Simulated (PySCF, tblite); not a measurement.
# C₆H₁₂O₂Si: geometry, infrared bands and NMR shifts

Wanted: the infrared bands and NMR shifts of C₆H₁₂O₂Si (`CC(C=O)(C=O)CC[SiH3]`), by calculation.

Computed with tblite 0.8.0 and PySCF 2.14.0, with density-fitted response routines of our own, on a single molecule in the gas phase. Atoms count from 0, in the outputs and in this text.

## Step 1: The starting structure

21 atoms, charge 0, multiplicity 1; geometry from: force field or distance geometry start.

Bonds of the start (Å): C0–C1 1.51, C1–C2 1.46, C2–O3 1.24, C1–C4 1.51, C4–O5 1.20, C1–C6 1.50, C6–C7 1.49, C7–Si8 1.88, C0–H9 1.08, C0–H10 1.12, C0–H11 1.11, C2–H12 1.12, C4–H13 1.08, C6–H14 1.12, C6–H15 1.12, C7–H16 1.12, C7–H17 1.11, Si8–H18 1.47, Si8–H19 1.49, Si8–H20 1.47.

## Step 2: Optimising the geometry with GFN2-xTB

Job settings and geometry (Å):

```
{"job": {"kind": "relax", "xc": "GFN2-xTB", "basis": "xTB"}, "charge": 0, "multiplicity": 1}
C     -1.284200    -0.742500    -1.352000
C     -1.107800    -0.115800     0.005700
C     -1.737400     1.198800     0.017500
O     -1.082200     2.231900     0.229000
C     -1.859400    -1.005300     0.973200
O     -2.462700    -1.978200     0.614600
C      0.322000    -0.152300     0.461000
C      1.303000     0.563500    -0.398400
Si     2.967400     0.320100     0.433400
H     -0.747400    -1.670000    -1.490100
H     -2.384000    -0.905000    -1.495100
H     -0.965700    -0.001600    -2.115600
H     -2.833100     1.287800    -0.176600
H     -1.838400    -0.719600     2.018800
H      0.352900     0.330900     1.472300
H      0.672900    -1.209100     0.591300
H      1.114100     1.665500    -0.347800
H      1.312100     0.229200    -1.454900
H      3.200500     1.298700     1.511100
H      4.067000     0.403100    -0.561200
H      2.981400    -1.013000     1.063500
```

On the command line:

```console
OMP_NUM_THREADS=1 python probes_run.py task.json out
```

This one command runs all jobs of the session in turn.

**Question.** This job is followed by: GFN2-xTB harmonic vibrations, gas phase; GIAO PBE0/pcSseg-1 NMR shielding, non-relativistic, gas phase. What will the session give for the following? strongest single infrared mode (GFN2-xTB); zero-point energy (GFN2-xTB); 13C shifts against TMS (PBE0/pcSseg-1, means over atoms taken as alike); 1H shifts against TMS (PBE0/pcSseg-1, means over atoms taken as alike); 17O shifts against H2O (PBE0/pcSseg-1, means over atoms taken as alike); 29Si shifts against TMS (PBE0/pcSseg-1); surface potential, 1st and 99th percentile.

The runs gave:

| quantity | value |
| --- | --- |
| strongest single infrared mode (GFN2-xTB) | 1760 cm⁻¹, 537 km/mol |
| zero-point energy (GFN2-xTB) | 101.0 kcal/mol |
| 13C shifts against TMS (PBE0/pcSseg-1, means over atoms taken as alike) | 206.8, 71.3, 35.2, 14.7, 6.4 ppm |
| 1H shifts against TMS (PBE0/pcSseg-1, means over atoms taken as alike) | 9.59, 3.86, 2.00, 1.51, 0.57 ppm |
| 17O shifts against H2O (PBE0/pcSseg-1, means over atoms taken as alike) | 708.0 ppm |
| 29Si shifts against TMS (PBE0/pcSseg-1) | -69.1 ppm |
| surface potential, 1st and 99th percentile | -1.34 V and 1.18 V |

Over 105 steps the energy fell by 0.607 eV; of the close pairs, C1–C2 changed most, 1.458 to 1.518 Å. All 57 modes are real, so the xTB geometry is a minimum. The strongest single mode, at 1760 cm⁻¹, is spread over several atoms, C2, O3, C4, O5 among them. Unscaled tight-binding wavenumbers are off by several per cent, some by more. Its intensities can rank the bands wrongly. C2, C4 (mean) (aldehyde carbonyl carbon) lies farthest downfield among carbon, at 206.8 ppm; the double bond to the heteroatom, with no lone-pair donor beside it, deshields it most. The most deshielded hydrogen is H12, H13 (mean) (hydrogen on an aldehyde carbonyl carbon), at 9.59 ppm: the C=O anisotropy and electron withdrawal place aldehyde protons far downfield. At PBE0/pcSseg-1: Shielding is most anisotropic at O3, O5 (span 1402 ppm, paramagnetic term -771 ppm). At PBE0/pcSseg-1, counted by nearest atom on the grid, the HOMO lies on O5 33 %; O3 26 %, the LUMO on C2 24 %; O3 21 %.
